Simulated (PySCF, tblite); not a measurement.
**C₃H₈BN: geometry, infrared bands, NMR shifts and spin-spin couplings**

Aim: predict the infrared bands, NMR shifts and spin-spin couplings of C₃H₈BN (`BNCC=C`).

The runs use tblite 0.8.0 and PySCF 2.14.0, with density-fitted response routines of our own; the level of theory stands in each step. All values are computed, except where a source is named. Atoms are numbered from 0 throughout.

**1. The starting structure**

13 atoms, charge 0, multiplicity 1; geometry from: force field or distance geometry start.

Bonds of the start (Å): B0–N1 1.52, N1–C2 1.40, C2–C3 1.48, C3–C4 1.33, B0–H5 1.18, B0–H6 1.19, N1–H7 1.04, C2–H8 1.13, C2–H9 1.11, C3–H10 1.10, C4–H11 1.10, C4–H12 1.06.

**2. Relaxing the molecule with GFN2-xTB**

The job: settings as JSON, then the geometry in Å.

```
{"job": {"kind": "relax", "xc": "GFN2-xTB", "basis": "xTB"}, "charge": 0, "multiplicity": 1}
B      1.412400     0.157100     0.885800
N      0.673700    -1.055500     0.333100
C     -0.024700    -0.680500    -0.824600
C     -1.085700     0.317700    -0.581100
C     -1.416300     0.831800     0.601100
H      2.538500     0.023200     1.194700
H      1.072400     1.199400     0.422200
H      1.401300    -1.767200     0.141500
H      0.720600    -0.262100    -1.563500
H     -0.404900    -1.604400    -1.316200
H     -1.668200     0.653000    -1.452700
H     -2.242500     1.565000     0.594800
H     -0.980900     0.622900     1.547100
```

Run with:

```console
OMP_NUM_THREADS=1 python probes_run.py task.json out
```

The driver reads the jobs from task.json and runs them one after another.

**Question.** This job is followed by: GFN2-xTB harmonic vibrations, gas phase; GIAO PBE0/pcSseg-1 NMR shielding, non-relativistic, gas phase; B3LYP/pcJ-1 indirect spin-spin coupling, non-relativistic, gas phase. What will the session give for the following? strongest single infrared mode (GFN2-xTB); zero-point energy (GFN2-xTB); ¹³C shifts against TMS (PBE0/pcSseg-1); ¹H shifts against TMS (PBE0/pcSseg-1, means over atoms taken as alike); ¹¹B shifts against BF3·OEt2 (PBE0/pcSseg-1); ¹⁵N shifts against NH3 (PBE0/pcSseg-1); largest coupling of the table (B3LYP/pcJ-1).

**Answer**, as computed:

| quantity | value |
| --- | --- |
| strongest single infrared mode (GFN2-xTB) | 2635 cm⁻¹, 206 km/mol |
| zero-point energy (GFN2-xTB) | 67.1 kcal/mol |
| ¹³C shifts against TMS (PBE0/pcSseg-1) | 147.1, 119.7, 57.2 ppm |
| ¹H shifts against TMS (PBE0/pcSseg-1, means over atoms taken as alike) | 6.31, 5.74, 5.59, 4.71, 4.62, 4.08 ppm |
| ¹¹B shifts against BF3·OEt2 (PBE0/pcSseg-1) | 36.2 ppm |
| ¹⁵N shifts against NH3 (PBE0/pcSseg-1) | 146.0 ppm |
| largest coupling of the table (B3LYP/pcJ-1) | ¹J(C,H) C4–H11, 165.1 Hz |

**Reading.** The optimisation took 84 steps and gained 1.350 eV; among the close pairs (by a distance rule), B0–N1 changed most, from 1.524 to 1.376 Å. All 33 modes are real, so the xTB geometry is a minimum. The strongest single mode, at 2635 cm⁻¹, moves mainly H5 and H6. GFN2-xTB is a fitted tight-binding method: band positions and strengths are rough. Its intensities can rank the bands wrongly. The most deshielded carbon is C3 (alkene CH), at 147.1 ppm: an sp2 carbon of a C=C bond. H10 (hydrogen on an alkene CH) lies farthest downfield among hydrogen, at 6.31 ppm; attached to an sp2 carbon and in the plane of the double bond. Of the pairs tabulated at B3LYP/pcJ-1, C4–H11 couples most strongly (165.1 Hz; Fermi contact 164.0 Hz). Couplings across rotatable bonds belong to this one conformer; where others are populated, the observed values are averages.
